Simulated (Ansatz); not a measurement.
# CuHO+ (doublet): from Hartree-Fock to the top rungs, def2-TZVPP

An exercise on one series of results from a longer session: the logs are not shown, and one member is left open.

Computed with Ansatz 0.2.0, Gaussian basis. Level: def2-TZVPP, core rule «outside noble gas», up to 10 orbitals frozen.

The runs, in order: UHF; ROHF; CCSD(T) on UHF.

2 further runs of the same task are left out: 2 set aside as unsound or not needed.

### The system

The geometry is a PBE0/def2-TZVP stationary point (not a proven minimum) of the parent state, kept for this charge and spin.

3 atoms, charge 1, spin multiplicity 2.

Atoms are counted from 1 here; the program's logs count them from 0.

Bond lengths: Cu1–O2 1.785 Å, O2–H3 0.961 Å. Angles: Cu1–O2–H3 109.0°.

The first run:

in.yaml

```yaml
crystal:
  periodic: [false, false, false]
  atoms:
    - {symbol: Cu, position_ang: [0.000000, 0.014661, 0.380674]}
    - {symbol: O, position_ang: [0.000000, -0.107274, -1.400192]}
    - {symbol: H, position_ang: [0.000000, 0.778503, -1.774019]}
basis:
  gaussian: {orbitals: def2-TZVPP}
total_charge: 1
magnetization: {spin_polarized: true, initial_magnetization: 1}
hamiltonian: {xc: hf}
output: {orbitals: {seedname: orbitals}}
```

Run with:

```console
> ansatz run in.yaml --threads 1 --pin off --events-out ev --progress --plain --max-ram 4096MiB --backend cpu
```

Steps of the session up to this table: UHF; ROHF; CCSD(T) on UHF.

One table of the session follows, with a row left open; its other results are not shown here.

It belongs to the step «Misses and costs». 

| method | from UCCSD(T) (meV) |
| --- | --- |
| ROHF | +17916.5 |
| UHF | +17769.5 |
| UMP2 | -614.9 |
| UCCSD | ? |
| UCCSD(T) | 0 |

**Question.** Estimate the row for UCCSD.

**Answer.** from UCCSD(T) (meV): +631.2. In the column «from UCCSD(T) (meV)» it lies between UCCSD(T) (0) and UHF (+17769.5).
